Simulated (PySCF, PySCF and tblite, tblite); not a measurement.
# C7H10Si: a path driven as a shift of bonds, and NMR exchange

An exercise on one series of results from a longer session: the logs are not shown, and one member is left open.

Programs: PySCF 2.14.0 with density-fitted response routines of our own, and tblite 0.8.0. All values are computed, except where a source is named. Atoms count from 0 throughout.

## The molecule as given

18 atoms, charge 0, multiplicity 1; geometry from: force field or distance geometry start.

Bonds of the start (Å): C1–C2 1.52, C1–C7 1.52, C1–H11 1.09, C2–C3 1.33, C2–H12 1.10, C3–C4 1.46, C3–H13 1.08, C4–C5 1.34, C4–H14 1.09, C5–C6 1.44, C5–H15 1.10, C6–C7 1.33, C6–H16 1.09, C7–H17 1.10, Si0–C1 1.90, Si0–H10 1.48, Si0–H8 1.49, Si0–H9 1.50.

Set-up of the first run:

What the job is given:

```
{"job": {"xc": "GFN2-xTB", "basis": "xTB", "kind": "relax"}, "charge": 0, "multiplicity": 1}
Si    -2.204000     0.243900     0.705700
C     -0.947000    -0.048300    -0.693700
C     -0.047700     1.142600    -0.960500
C      1.164500     1.423700    -0.490100
C      1.887200     0.643800     0.505800
C      1.803700    -0.675300     0.707400
C      0.982700    -1.618800     0.001900
C     -0.202700    -1.369700    -0.555400
H     -3.152300    -0.904500     0.787600
H     -3.018800     1.463800     0.411400
H     -1.564800     0.418600     2.032100
H     -1.556500    -0.164900    -1.590900
H     -0.482800     1.869200    -1.654900
H      1.661800     2.333400    -0.802000
H      2.587400     1.227600     1.103500
H      2.447600    -1.108500     1.487100
H      1.358500    -2.640900     0.002300
H     -0.725700    -2.229500    -1.008700
```

Command:

```sh
$ OMP_NUM_THREADS=1 python ens_run.py task.json out
```

One launch serves the whole session.

Steps of the session up to this table: GFN2-xTB relaxation, start minimum; Relaxed scan, to the middle; Relaxed scan, from the middle, back; Relaxed scan, from the middle, on; Nudged elastic band, leg 1; Saddle search, leg 1; DFT refinement, start: PBE0-D3(BJ)/def2-SVP; Shieldings, start: PBE0/pcSseg-1 in chloroform; Shieldings, saddle of leg 1: PBE0/pcSseg-1 in chloroform; Kinetics and line shapes; Shieldings, start: PBE0/pcSseg-1 in benzene; Single-point energy, saddle of leg 1: PBE0/pcSseg-1 in benzene; Second level: PBE0/pcSseg-1 + D3(BJ), IEF-PCM benzene.

One table of the session follows, with a row left open; its other results are not shown here.

Barriers by level (kcal/mol; entropies in cal/(mol K)). Zero-point and thermal terms come from xTB in every row. ΔG‡ leaves symmetry out; the rate counts equivalent paths (a factor of 2); effective ΔG‡, where given, is the barrier that would give that rate by Eyring's equation alone:

| level | ΔE‡ | with zero-point | ΔH‡ | ΔG‡ (298 K) | k at 298 K (1/s) |
| --- | --- | --- | --- | --- | --- |
| GFN2-xTB | ? | ? | ? | ? | ? |
| PBE0-D3(BJ)/def2-SVP | 24.93 | 24.47 | 24.01 | 25.01 | 5.8e-06 |
| PBE0/pcSseg-1 + D3(BJ), IEF-PCM chloroform | 25.00 | 24.54 | 24.08 | 25.08 | 5.1e-06 |
| PBE0/pcSseg-1 + D3(BJ), IEF-PCM benzene | 25.11 | 24.65 | 24.19 | 25.19 | 4.2e-06 |

**Question.** Estimate the row for GFN2-xTB.

As computed: ΔE‡: 19.08; with zero-point: 18.63; ΔH‡: 18.17; ΔG‡ (298 K): 19.17; k at 298 K (1/s): 0.11. In the column «ΔE‡» it is the lowest.
